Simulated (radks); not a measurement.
# Cd³⁺ in [Kr] 4d9: an all-electron calculation

The task here is to estimate one member of a computed series from the others.

Method: scalar-relativistic Kohn-Sham, PBE, spin-polarised, spherical densities, point nucleus; open shells are filled with parallel spins first. Code: radks (a radial shooting solver on a logarithmic mesh, Libxc functionals) version 1.

### What is computed

| Quantity | Value |
| --- | --- |
| element | cadmium (Z = 48) |
| charge | +3 |
| electrons | 45 |
| configuration | [Kr] 4d9 |

Outer shells as boxes (Hund's rule):

Cd³⁺
```
[Kr] core
4d [↑↓][↑↓][↑↓][↑↓][↑ ]
```

The first run:

The run's settings:

```text
Z 48
configuration [Kr] 4d9
relativity scalar-relativistic
functional pbe,pbe
spin polarised
nucleus point
c 137.035999084
```

Command:

```sh
$ python run_ks.py task.json out
```

All runs below come from this command, one after another.

Among the steps run: Self-consistent calculation.

One of the session's tables, all rows but one given; the rest of the session is left out.

It belongs to the step «Radial structure». From the orbitals of this run (lengths in bohr):

| level | <r> | outermost maximum (interpolated) | 90 % within | nodes |
| --- | --- | --- | --- | --- |
| 1s down | 0.03040 | 0.0197 | 0.0546 | 0 |
| 1s up | 0.03040 | 0.0197 | 0.0546 | 0 |
| 2s up | 0.1317 | 0.111 | 0.203 | 1 |
| 2s down | 0.1317 | 0.111 | 0.203 | 1 |
| 2p up | 0.1149 | 0.0890 | 0.187 | 0 |
| 2p down | 0.1149 | 0.0890 | 0.187 | 0 |
| 3s up | 0.3583 | 0.324 | 0.527 | 2 |
| 3s down | 0.3583 | 0.324 | 0.527 | 2 |
| 3p up | 0.3571 | 0.317 | 0.537 | 1 |
| 3p down | 0.3570 | 0.317 | 0.537 | 1 |
| 3d up | 0.3347 | 0.266 | 0.529 | 0 |
| 3d down | 0.3347 | 0.266 | 0.529 | 0 |
| 4s up | ? | ? | ? | ? |
| 4s down | 0.8756 | 0.794 | 1.27 | 3 |
| 4p up | 0.9523 | 0.844 | 1.40 | 2 |
| 4p down | 0.9522 | 0.844 | 1.40 | 2 |
| 4d up | 1.196 | 0.968 | 1.86 | 1 |
| 4d down | 1.199 | 0.968 | 1.86 | 1 |

Q: Estimate the row for 4s up from the others.

As computed: <r>: 0.8760; outermost maximum (interpolated): 0.795; 90 % within: 1.27; nodes: 3. In the column «<r>» it lies between 4s down (0.8756) and 4p down (0.9522).

Limits of these values: Open shells are spherical and high-spin; term and fine-structure splittings are not resolved.
